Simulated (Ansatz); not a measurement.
# RbCdCO3F: properties at the relaxed cell

This session takes RbCdCO3F and sets out to relax it again with other functionals.

Method: DFT PBE, scalar-relativistic, plane waves, PAW, in Ansatz 0.2.0.

### 1 Starting point

It takes space group P-6m2 (No. 187, hexagonal). The conventional cell has a = 5.175 Å, b = 5.175 Å, c = 4.626 Å, α = 90.00°, β = 90.00°, γ = 120.00°. Around Rb (site symmetry -6m2) lie 6 O at 2.87 Å and 3 F at 2.99 Å. Cd (site symmetry -6m2) has 2 F at 2.31 Å and 6 O at 2.60 Å as nearest neighbours. C (site symmetry -6m2) has 3 O at 1.29 Å as nearest neighbours. Around O (site symmetry mm2) lie 1 C at 1.29 Å. F (site symmetry -6m2) has 2 Cd at 2.31 Å and 3 Rb at 2.99 Å as nearest neighbours.

Coordinates:

```xyz
7
Lattice="5.1754 0.0000 0.0000 -2.5877 4.4821 0.0000 0.0000 0.0000 4.6255" Properties=species:S:1:pos:R:3 pbc="T T T"
Rb    0.0000    0.0000    0.0000
Cd    2.5877    1.4940    2.3128
C     0.0000    2.9880    2.3128
O     0.0000    1.6956    2.3128
O    -1.1193    3.6343    2.3128
O     1.1193    3.6343    2.3128
F     2.5877    1.4940    0.0000
```

This cell was relaxed beforehand with the same method: volume 15.33 Å³/atom, gap on the mesh 1.55 eV.

### 2 The cell under PBEsol

Input file input.yaml:

```yaml
crystal:
  lattice:
    - [5.1754480542, 0.0, 0.0]
    - [-2.5877240271, 4.4820694909, 0.0]
    - [0.0, 0.0, 4.6255369127]
  atoms:
    - { symbol: Rb, position: [0.0, 0.0, 0.0] }
    - { symbol: Cd, position: [0.6666666667, 0.3333333333, 0.5] }
    - { symbol: C, position: [0.3333333333, 0.6666666667, 0.5] }
    - { symbol: O, position: [0.1891507587, 0.3783015173, 0.5] }
    - { symbol: O, position: [0.1891507587, 0.8108492413, 0.5] }
    - { symbol: O, position: [0.6216984827, 0.8108492413, 0.5] }
    - { symbol: F, position: [0.6666666667, 0.3333333333, 0.0] }
basis:
  ecutwfc: 420
kpoints:
  mp_grid: { grid: [6, 6, 6] }
hamiltonian:
  xc: pbesol
scf:
  occupations: { method: gaussian, width: 0.02 }
output:
  forces: true
  stress: true
  eigenvalues: true
relax:
  adjacent_minimum: "off"
  f_tol: 0.005
  max_steps: 50
  cell: { stress_tol: 0.05 }
```

Run with:

```console
$ ansatz run input.yaml --threads 2 --pin off --max-ram 5120MiB --backend cpu --events-out ev --progress --plain --runs-dir out
```

### 3 The cell under PBE+D3(BJ)

input.yaml, as its differences from that of step 2:

```diff
@@ -18,3 +18,4 @@
 hamiltonian:
-  xc: pbesol
+  xc: pbe
+  dispersion: d3bj
 scf:
```

### 4 The cell under LDA

input.yaml, as its differences from that of step 3:

```diff
@@ -18,4 +18,3 @@
 hamiltonian:
-  xc: pbe
-  dispersion: d3bj
+  xc: lda
 scf:
```

### 5 Relaxing with r2SCAN

input.yaml, as its differences from that of step 4:

```diff
@@ -14,3 +14,3 @@
 basis:
-  ecutwfc: 420
+  ecutwfc: 500
 kpoints:
@@ -18,3 +18,3 @@
 hamiltonian:
-  xc: lda
+  xc: r2scan
 scf:
@@ -25,2 +25,6 @@
   eigenvalues: true
+  write_density: true
+  write_potential: true
+  elf: true
+  volumetric_format: npy
 relax:
```

(Steps that only read results are left out.)

**Question.** What will these runs give?

As calculated:

The volumes rise in the order LDA, PBEsol, r2SCAN, PBE+D3(BJ), PBE, over 11.5 %.
